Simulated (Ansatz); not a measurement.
Born–Oppenheimer molecular dynamics of a periodic cell of 36 atoms, Tl (start crystal Tl, start structure hcp, volume 1 times the crystal's). It goes on from the last frame of an earlier run, with new velocities.

Level of theory: DFT PBEsol, scalar-relativistic, plane waves, PAW in Ansatz 0.2.0. Settings: accuracy low, cutoff 420 eV, k mesh 1x1x1, fermi-dirac smearing 0.1 eV, no spin polarisation.

```yaml
ensemble: NVT, Langevin thermostat
time_step: 3 fs
steps_asked: 400
set_temperature: 720 K
friction: 0.02 /fs
temperature_schedule: 300 steps to 300 K, then 100 steps to 300 K
seed: 703236
```

Frames 6 fs apart, positions in Å, forces in eV/Å.

Velocities at 420.0 fs (Å/ps):

```
Tl 1.61 2.31 -1.51
Tl 0.88 -0.09 -0.81
Tl -1.38 -3.17 -1.61
Tl -0.84 -2.68 -0.62
Tl 1.49 0.12 -1.10
Tl 2.95 -1.35 3.56
Tl -1.96 0.83 -0.02
Tl 0.07 1.53 0.95
Tl 0.76 -1.50 1.38
Tl 1.65 0.92 0.96
Tl -0.09 1.62 -1.15
Tl 1.07 1.57 -0.22
Tl -1.59 -0.70 4.81
Tl -0.62 2.50 1.05
Tl 1.18 0.31 -0.85
Tl -1.09 1.29 0.95
Tl -0.67 -1.40 -0.27
Tl 1.58 -2.23 -1.18
Tl 2.02 0.53 -2.53
Tl 3.45 -2.16 -1.90
Tl 0.12 -0.89 0.28
Tl -1.56 2.52 1.31
Tl 2.11 -0.04 1.41
Tl 3.04 -1.69 -0.73
Tl -0.42 -1.42 1.54
Tl 0.72 -0.17 -2.70
Tl 0.12 0.06 -0.68
Tl -1.34 2.88 -0.90
Tl 0.93 0.29 1.40
Tl -1.25 -0.87 -0.53
Tl -1.32 -0.06 1.38
Tl 1.39 -1.03 0.59
Tl 0.30 -1.57 -2.03
Tl 3.52 -0.58 -2.01
Tl -1.41 1.68 0.27
Tl 1.70 -2.34 -0.58
```

```xyz
36
Lattice="10.3800 0.0000 0.0000 -5.1900 8.9893 0.0000 0.0000 0.0000 11.0651" Properties=species:S:1:pos:R:3:forces:R:3 time_fs=420.0 energy_less_start_eV=-2.666 T=618
Tl 0.357 -0.812 -1.029 0.29 0.49 0.76
Tl -0.067 1.731 1.955 -0.25 -0.68 -0.39
Tl -0.276 0.414 5.454 -0.17 -0.35 -0.36
Tl -0.066 1.803 8.006 0.27 -0.14 0.44
Tl -2.083 2.796 -0.528 0.02 0.23 0.41
Tl -1.401 4.295 2.625 0.53 0.74 0.08
Tl -1.952 3.295 5.734 -0.06 -0.06 0.49
Tl -1.595 5.453 8.269 -0.06 -0.15 0.31
Tl -3.346 5.558 0.459 0.13 0.07 0.18
Tl -2.443 7.946 3.697 -0.18 0.04 -0.57
Tl -3.853 5.524 4.530 0.65 -0.33 -0.17
Tl -3.061 8.037 6.782 -0.12 -0.02 0.31
Tl 2.674 -0.252 0.637 0.11 -0.09 -0.26
Tl 3.391 1.810 2.905 0.50 0.16 0.16
Tl 4.699 0.339 5.827 0.02 0.34 0.25
Tl 3.689 2.502 8.428 0.15 0.20 0.26
Tl 0.919 3.841 -0.964 -0.65 -0.59 -0.04
Tl 1.562 5.960 3.209 0.33 -0.73 -0.60
Tl 1.190 2.931 4.599 -0.06 0.84 0.11
Tl 1.540 4.756 7.316 0.00 0.10 -0.97
Tl -0.091 6.323 0.125 -0.25 0.10 0.61
Tl 0.329 8.670 2.047 -0.58 -0.11 0.67
Tl -0.575 6.167 5.305 -0.07 -0.14 0.51
Tl -0.192 8.397 9.062 -0.26 0.46 -0.21
Tl 7.864 -0.192 0.643 1.16 -0.31 -0.27
Tl 6.655 2.658 3.094 -0.42 -0.81 0.18
Tl 7.351 -0.445 4.582 0.28 0.44 -0.17
Tl 7.084 1.586 7.920 -0.25 0.04 -0.66
Tl 5.109 2.001 0.002 0.05 0.21 -0.19
Tl 4.587 4.615 2.079 -0.54 -0.10 -0.14
Tl 4.554 3.412 5.695 0.11 -0.84 -0.28
Tl 5.768 5.660 8.454 0.01 -0.66 -0.01
Tl 3.304 5.397 -0.707 0.70 0.23 0.24
Tl 4.759 7.517 2.825 0.12 0.30 -0.73
Tl 4.011 6.189 5.815 -0.59 1.19 0.75
Tl 3.185 7.956 8.545 -0.93 -0.08 -0.68
36
Lattice="10.3800 0.0000 0.0000 -5.1900 8.9893 0.0000 0.0000 0.0000 11.0651" Properties=species:S:1:pos:R:3:forces:R:3 time_fs=426.0 energy_less_start_eV=-2.751 T=645
Tl 0.368 -0.797 -1.038 0.31 0.46 0.75
Tl -0.058 1.731 1.951 -0.26 -0.68 -0.41
Tl -0.285 0.399 5.442 -0.11 -0.25 -0.33
Tl -0.069 1.789 8.007 0.27 -0.14 0.39
Tl -2.075 2.794 -0.534 0.01 0.21 0.43
Tl -1.386 4.290 2.643 0.54 0.73 0.07
Tl -1.962 3.302 5.734 -0.02 -0.08 0.48
Tl -1.599 5.459 8.270 -0.02 -0.16 0.31
Tl -3.338 5.552 0.471 0.11 0.07 0.16
Tl -2.434 7.952 3.702 -0.16 0.04 -0.55
Tl -3.853 5.535 4.520 0.56 -0.37 -0.14
Tl -3.054 8.044 6.784 -0.15 -0.02 0.31
Tl 2.666 -0.255 0.665 0.08 -0.08 -0.30
Tl 3.393 1.828 2.912 0.52 0.13 0.14
Tl 4.706 0.338 5.821 0.02 0.33 0.27
Tl 3.680 2.509 8.430 0.19 0.16 0.31
Tl 0.915 3.832 -0.962 -0.63 -0.55 -0.08
Tl 1.568 5.948 3.205 0.31 -0.67 -0.61
Tl 1.202 2.940 4.581 -0.14 0.81 0.17
Tl 1.562 4.745 7.304 -0.07 0.10 -0.91
Tl -0.092 6.323 0.127 -0.23 0.09 0.64
Tl 0.317 8.685 2.057 -0.47 -0.17 0.63
Tl -0.563 6.170 5.318 -0.05 -0.13 0.49
Tl -0.174 8.386 9.060 -0.27 0.50 -0.22
Tl 7.868 -0.198 0.650 1.09 -0.32 -0.23
Tl 6.661 2.660 3.080 -0.41 -0.78 0.20
Tl 7.348 -0.447 4.578 0.27 0.40 -0.21
Tl 7.077 1.605 7.915 -0.24 -0.02 -0.62
Tl 5.114 2.002 0.011 0.03 0.22 -0.26
Tl 4.579 4.608 2.073 -0.53 -0.08 -0.11
Tl 4.546 3.410 5.704 0.14 -0.75 -0.32
Tl 5.776 5.649 8.458 -0.01 -0.64 0.00
Tl 3.308 5.384 -0.716 0.68 0.24 0.25
Tl 4.776 7.515 2.812 0.10 0.31 -0.73
Tl 3.999 6.200 5.820 -0.49 1.10 0.71
Tl 3.193 7.944 8.543 -0.96 -0.03 -0.68
36
Lattice="10.3800 0.0000 0.0000 -5.1900 8.9893 0.0000 0.0000 0.0000 11.0651" Properties=species:S:1:pos:R:3:forces:R:3 time_fs=432.0 energy_less_start_eV=-2.837 T=659
Tl 0.382 -0.782 -1.045 0.29 0.42 0.70
Tl -0.046 1.732 1.946 -0.27 -0.67 -0.41
Tl -0.297 0.388 5.426 -0.05 -0.17 -0.27
Tl -0.068 1.773 8.013 0.28 -0.15 0.32
Tl -2.066 2.793 -0.543 -0.02 0.20 0.46
Tl -1.376 4.288 2.660 0.56 0.71 0.07
Tl -1.971 3.303 5.737 0.01 -0.08 0.46
Tl -1.605 5.460 8.271 0.04 -0.17 0.32
Tl -3.331 5.545 0.486 0.10 0.08 0.13
Tl -2.427 7.960 3.704 -0.15 0.02 -0.53
Tl -3.853 5.543 4.508 0.48 -0.39 -0.12
Tl -3.044 8.052 6.786 -0.20 -0.01 0.31
Tl 2.660 -0.256 0.689 0.06 -0.08 -0.32
Tl 3.406 1.844 2.914 0.51 0.11 0.14
Tl 4.712 0.336 5.814 0.02 0.35 0.29
Tl 3.668 2.519 8.432 0.22 0.11 0.34
Tl 0.910 3.820 -0.957 -0.61 -0.48 -0.14
Tl 1.568 5.939 3.203 0.29 -0.61 -0.60
Tl 1.216 2.951 4.566 -0.20 0.77 0.21
Tl 1.589 4.739 7.287 -0.17 0.09 -0.81
Tl -0.088 6.323 0.130 -0.21 0.08 0.66
Tl 0.309 8.699 2.066 -0.34 -0.24 0.57
Tl -0.555 6.175 5.333 -0.03 -0.13 0.47
Tl -0.162 8.372 9.059 -0.28 0.54 -0.24
Tl 7.880 -0.201 0.655 1.00 -0.32 -0.20
Tl 6.670 2.660 3.068 -0.40 -0.75 0.22
Tl 7.344 -0.446 4.573 0.27 0.35 -0.23
Tl 7.070 1.620 7.915 -0.24 -0.07 -0.58
Tl 5.110 1.998 0.018 0.04 0.23 -0.34
Tl 4.573 4.599 2.066 -0.52 -0.04 -0.08
Tl 4.536 3.410 5.709 0.18 -0.70 -0.36
Tl 5.787 5.637 8.465 -0.05 -0.61 0.02
Tl 3.314 5.368 -0.727 0.66 0.25 0.27
Tl 4.789 7.517 2.797 0.09 0.30 -0.73
Tl 3.991 6.208 5.827 -0.40 1.06 0.66
Tl 3.199 7.929 8.537 -0.96 0.00 -0.66
36
Lattice="10.3800 0.0000 0.0000 -5.1900 8.9893 0.0000 0.0000 0.0000 11.0651" Properties=species:S:1:pos:R:3:forces:R:3 time_fs=438.0 energy_less_start_eV=-2.901 T=620
Tl 0.399 -0.767 -1.053 0.26 0.39 0.65
Tl -0.037 1.734 1.942 -0.27 -0.65 -0.41
Tl -0.307 0.381 5.409 0.01 -0.11 -0.21
Tl -0.066 1.756 8.021 0.29 -0.15 0.25
Tl -2.055 2.791 -0.559 -0.06 0.19 0.51
Tl -1.367 4.290 2.678 0.60 0.69 0.07
Tl -1.979 3.299 5.745 0.04 -0.05 0.43
Tl -1.606 5.458 8.270 0.09 -0.17 0.32
Tl -3.326 5.539 0.493 0.09 0.08 0.12
Tl -2.421 7.964 3.711 -0.14 0.01 -0.52
Tl -3.853 5.546 4.500 0.40 -0.38 -0.11
Tl -3.036 8.058 6.788 -0.24 -0.01 0.31
Tl 2.657 -0.260 0.712 0.02 -0.07 -0.34
Tl 3.416 1.861 2.913 0.50 0.06 0.14
Tl 4.716 0.334 5.805 0.04 0.36 0.30
Tl 3.662 2.528 8.438 0.24 0.09 0.34
Tl 0.907 3.807 -0.952 -0.58 -0.43 -0.20
Tl 1.562 5.933 3.199 0.28 -0.57 -0.61
Tl 1.233 2.957 4.557 -0.26 0.74 0.23
Tl 1.616 4.741 7.266 -0.27 0.07 -0.70
Tl -0.086 6.323 0.130 -0.19 0.06 0.67
Tl 0.301 8.710 2.071 -0.24 -0.29 0.55
Tl -0.544 6.179 5.348 -0.03 -0.14 0.46
Tl -0.155 8.360 9.056 -0.28 0.56 -0.26
Tl 7.889 -0.203 0.661 0.92 -0.32 -0.19
Tl 6.684 2.661 3.057 -0.42 -0.75 0.23
Tl 7.341 -0.448 4.566 0.26 0.31 -0.25
Tl 7.063 1.637 7.912 -0.26 -0.13 -0.54
Tl 5.105 1.989 0.020 0.05 0.25 -0.39
Tl 4.566 4.588 2.059 -0.49 0.04 -0.06
Tl 4.528 3.407 5.712 0.20 -0.63 -0.37
Tl 5.798 5.623 8.476 -0.07 -0.58 0.02
Tl 3.317 5.354 -0.739 0.64 0.26 0.29
Tl 4.805 7.528 2.779 0.09 0.24 -0.71
Tl 3.983 6.216 5.836 -0.30 1.01 0.60
Tl 3.203 7.914 8.535 -0.94 0.03 -0.63
36
Lattice="10.3800 0.0000 0.0000 -5.1900 8.9893 0.0000 0.0000 0.0000 11.0651" Properties=species:S:1:pos:R:3:forces:R:3 time_fs=444.0 energy_less_start_eV=-2.948 T=548
Tl 0.417 -0.756 -1.058 0.22 0.36 0.59
Tl -0.029 1.741 1.937 -0.27 -0.63 -0.40
Tl -0.315 0.377 5.394 0.06 -0.06 -0.16
Tl -0.068 1.743 8.029 0.30 -0.17 0.19
Tl -2.046 2.793 -0.570 -0.09 0.17 0.54
Tl -1.364 4.295 2.688 0.66 0.68 0.08
Tl -1.986 3.292 5.751 0.09 -0.03 0.40
Tl -1.606 5.459 8.263 0.13 -0.18 0.33
Tl -3.318 5.530 0.496 0.07 0.09 0.11
Tl -2.417 7.963 3.714 -0.13 0.01 -0.52
Tl -3.853 5.541 4.496 0.31 -0.35 -0.09
Tl -3.031 8.064 6.787 -0.26 -0.01 0.31
Tl 2.653 -0.266 0.726 0.02 -0.05 -0.32
Tl 3.426 1.882 2.912 0.49 -0.02 0.12
Tl 4.722 0.338 5.790 0.04 0.34 0.32
Tl 3.656 2.537 8.446 0.25 0.06 0.33
Tl 0.904 3.794 -0.948 -0.55 -0.36 -0.24
Tl 1.555 5.925 3.197 0.28 -0.52 -0.61
Tl 1.251 2.961 4.550 -0.32 0.72 0.25
Tl 1.638 4.743 7.244 -0.35 0.05 -0.57
Tl -0.086 6.322 0.133 -0.16 0.06 0.66
Tl 0.290 8.718 2.075 -0.13 -0.32 0.51
Tl -0.531 6.180 5.363 -0.04 -0.12 0.43
Tl -0.148 8.352 9.047 -0.28 0.56 -0.25
Tl 7.901 -0.201 0.668 0.83 -0.31 -0.17
Tl 6.699 2.666 3.050 -0.45 -0.78 0.23
Tl 7.342 -0.444 4.558 0.25 0.26 -0.28
Tl 7.056 1.657 7.907 -0.28 -0.18 -0.50
Tl 5.098 1.983 0.020 0.07 0.26 -0.43
Tl 4.564 4.579 2.049 -0.46 0.11 -0.05
Tl 4.517 3.403 5.717 0.23 -0.57 -0.39
Tl 5.809 5.611 8.486 -0.09 -0.56 0.01
Tl 3.319 5.344 -0.751 0.62 0.27 0.32
Tl 4.818 7.534 2.759 0.09 0.19 -0.68
Tl 3.975 6.221 5.845 -0.20 0.98 0.54
Tl 3.208 7.901 8.534 -0.92 0.07 -0.60
36
Lattice="10.3800 0.0000 0.0000 -5.1900 8.9893 0.0000 0.0000 0.0000 11.0651" Properties=species:S:1:pos:R:3:forces:R:3 time_fs=450.0 energy_less_start_eV=-2.990 T=543
Tl 0.434 -0.746 -1.060 0.14 0.33 0.51
Tl -0.025 1.740 1.937 -0.28 -0.59 -0.39
Tl -0.322 0.374 5.380 0.12 -0.03 -0.12
Tl -0.071 1.732 8.038 0.30 -0.18 0.14
Tl -2.036 2.799 -0.577 -0.13 0.13 0.55
Tl -1.363 4.307 2.697 0.73 0.63 0.08
Tl -1.990 3.285 5.755 0.13 0.01 0.36
Tl -1.605 5.456 8.260 0.17 -0.17 0.34
Tl -3.312 5.519 0.499 0.05 0.11 0.10
Tl -2.412 7.961 3.716 -0.13 0.01 -0.49
Tl -3.852 5.536 4.489 0.25 -0.32 -0.08
Tl -3.031 8.070 6.790 -0.25 -0.01 0.29
Tl 2.642 -0.270 0.741 0.03 -0.03 -0.29
Tl 3.432 1.907 2.911 0.50 -0.11 0.10
Tl 4.732 0.341 5.774 0.00 0.33 0.34
Tl 3.649 2.545 8.456 0.24 0.05 0.29
Tl 0.900 3.778 -0.939 -0.48 -0.28 -0.28
Tl 1.553 5.911 3.197 0.28 -0.45 -0.61
Tl 1.269 2.964 4.543 -0.40 0.70 0.28
Tl 1.653 4.744 7.221 -0.41 0.02 -0.45
Tl -0.088 6.320 0.135 -0.13 0.07 0.63
Tl 0.272 8.729 2.074 -0.02 -0.35 0.49
Tl -0.518 6.178 5.374 -0.06 -0.09 0.41
Tl -0.143 8.349 9.033 -0.28 0.55 -0.23
Tl 7.911 -0.197 0.677 0.73 -0.31 -0.15
Tl 6.714 2.671 3.049 -0.49 -0.80 0.21
Tl 7.346 -0.442 4.553 0.23 0.21 -0.34
Tl 7.052 1.676 7.899 -0.30 -0.22 -0.44
Tl 5.089 1.981 0.014 0.09 0.26 -0.43
Tl 4.559 4.575 2.038 -0.41 0.14 -0.03
Tl 4.510 3.405 5.721 0.25 -0.57 -0.39
Tl 5.818 5.599 8.498 -0.11 -0.54 0.00
Tl 3.327 5.335 -0.764 0.55 0.26 0.34
Tl 4.826 7.536 2.740 0.10 0.17 -0.65
Tl 3.972 6.223 5.847 -0.14 1.00 0.51
Tl 3.209 7.887 8.532 -0.87 0.10 -0.57
```

Of the whole run (1200 fs, mean temperature of the second half 346 K): The schedule's set-point averaged 335 K over the second half and the system 346 K. A run of 1.2 ps of so small a system gives no equilibrium averages. Limits of this set-up: coarse k mesh, low accuracy level.

The run took 21 min on 4 threads of Intel(R) Xeon(R) 6975P-C (Granite Rapids) (shared host), peak memory 1.3 GiB.
